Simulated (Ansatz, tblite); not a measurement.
**SiCl3(nBu) (C4H9Cl3Si): rung by rung**

Aim: run the singlet of SiCl3(nBu) (C4H9Cl3Si) at one geometry on many levels, and compare frontier levels, spin and run time.

The runs use Ansatz 0.2.0, Gaussian basis; as each input shows.

The runs, in order: GFN1-xTB, GFN2-xTB, PBE-D4/def2-TZVP, r2SCAN-D4/def2-TZVP, r2SCAN0-D4/def2-TZVP, CAM-B3LYP-D4/def2-TZVP, PBE-QIDH/def2-TZVP, PBE-D4/def2-SVP, PBE0-D4/def2-SVP, MP2/def2-TZVP, RPA/def2-TZVP.

2 further runs of the same task are left out: 2 set aside as unsound or not needed. Runs told in other sessions of the task aren't counted.

**1. The geometry**

The geometry is that of the singlet, from an earlier relaxation (PBE-D4/def2-SVP).

17 atoms, charge 0, spin multiplicity 1.

Bond lengths: C1–C2 1.538 Å, C1–Si8 1.868 Å, C1–H9 1.113 Å, C1–H10 1.112 Å, C2–C3 1.537 Å, C2–H11 1.113 Å, C2–H12 1.111 Å, C3–C4 1.531 Å, C3–H13 1.112 Å, C3–H14 1.113 Å, C4–H15 1.109 Å, C4–H16 1.110 Å, C4–H17 1.111 Å, Cl5–Si8 2.070 Å, Cl6–Si8 2.073 Å, Cl7–Si8 2.072 Å. Angles: C2–C1–Si8 114.3°, C2–C1–H9 111.1°, C2–C1–H10 111.8°, Si8–C1–H9 106.5°, Si8–C1–H10 106.2°, H9–C1–H10 106.4°, C1–C2–C3 114.0°, C1–C2–H11 109.1°, C1–C2–H12 108.9°, C3–C2–H11 109.4°, C3–C2–H12 109.2°, H11–C2–H12 106.0°, C2–C3–C4 114.5°, C2–C3–H13 108.2°, C2–C3–H14 109.0°, C4–C3–H13 109.3°, C4–C3–H14 109.7°, H13–C3–H14 105.7° and more.

PBE0-D4/def2-TZVP was run before; its log isn't repeated, and its numbers join the tables.

**2. GFN1-xTB**

Tight binding, by tblite at 300 K electronic temperature and without a spin-polarisation term:

```python
tblite.interface.Calculator('GFN1-xTB', numbers, positions, charge=0, uhf=0).singlepoint()
```

Energy -765.6675 eV, HOMO -11.91 eV, LUMO -4.48 eV; 0.014 s.

**3. GFN2-xTB**

Tight binding, by tblite at 300 K electronic temperature and without a spin-polarisation term:

```python
tblite.interface.Calculator('GFN2-xTB', numbers, positions, charge=0, uhf=0).singlepoint()
```

Energy -779.7929 eV, HOMO -11.62 eV, LUMO -5.42 eV; 0.012 s.

**4. PBE-D4/def2-TZVP**

start.molden holds the orbitals of an earlier run on this state, given as this run's starting guess.

The input, in.yaml:

```yaml
crystal:
  periodic: [false, false, false]
  atoms:
    - {symbol: C, position_ang: [0.405411, 0.205940, 0.869415]}
    - {symbol: C, position_ang: [0.378238, 0.112671, -0.665772]}
    - {symbol: C, position_ang: [-0.279338, -1.168500, -1.202961]}
    - {symbol: C, position_ang: [-1.769481, -1.302136, -0.878346]}
    - {symbol: Cl, position_ang: [1.240988, 1.738570, 3.601903]}
    - {symbol: Cl, position_ang: [3.234202, 1.781346, 0.894906]}
    - {symbol: Cl, position_ang: [0.320514, 3.444591, 0.854888]}
    - {symbol: Si, position_ang: [1.262605, 1.727448, 1.531964]}
    - {symbol: H, position_ang: [0.927970, -0.670222, 1.314730]}
    - {symbol: H, position_ang: [-0.619393, 0.213615, 1.300775]}
    - {symbol: H, position_ang: [-0.152871, 1.001001, -1.074383]}
    - {symbol: H, position_ang: [1.419425, 0.176532, -1.048585]}
    - {symbol: H, position_ang: [-0.139854, -1.194313, -2.305486]}
    - {symbol: H, position_ang: [0.271993, -2.051733, -0.808679]}
    - {symbol: H, position_ang: [-2.201499, -2.214098, -1.337901]}
    - {symbol: H, position_ang: [-1.955321, -1.369316, 0.213879]}
    - {symbol: H, position_ang: [-2.343609, -0.431386, -1.260329]}
basis:
  gaussian: {orbitals: def2-TZVP, initial_orbitals: start.molden}
hamiltonian: {xc: pbe, dispersion: d4}
scf: {omitted_lower_state_checks: [starts]}
output: {forces: true, orbitals: {seedname: orbitals}}
```

On the command line:

```bash
> ansatz run in.yaml --threads 4 --pin off --events-out ev --progress --plain --max-ram 4787MiB
```

After this run come: r2SCAN-D4/def2-TZVP; r2SCAN0-D4/def2-TZVP; CAM-B3LYP-D4/def2-TZVP; PBE-QIDH/def2-TZVP; PBE-D4/def2-SVP; PBE0-D4/def2-SVP; MP2/def2-TZVP; RPA/def2-TZVP.

**Question.** What will the summary of the whole plan be? Wanted: gap in def2-TZVP, named functionals, smallest and largest; correlation energy, MP2/def2-TZVP; binding an atom, functionals in def2-TZVP; PBE0 total energy, smallest basis above largest.

**Answer**, as computed:

| quantity | value |
| --- | --- |
| gap in def2-TZVP, named functionals, smallest and largest | 6.43 eV (PBE-D4), 11.21 eV (CAM-B3LYP-D4) |
| correlation energy, MP2/def2-TZVP | -36.68 eV |
| binding an atom, functionals in def2-TZVP | 3.96 (r2SCAN0-D4) to 4.05 eV (PBE-D4) |
| PBE0 total energy, smallest basis above largest | 20.29 eV (def2-SVP, def2-TZVP) |

Over the named functionals in def2-TZVP the gap runs from 6.43 eV (PBE-D4) to 11.21 eV (CAM-B3LYP-D4); exact exchange widens it.
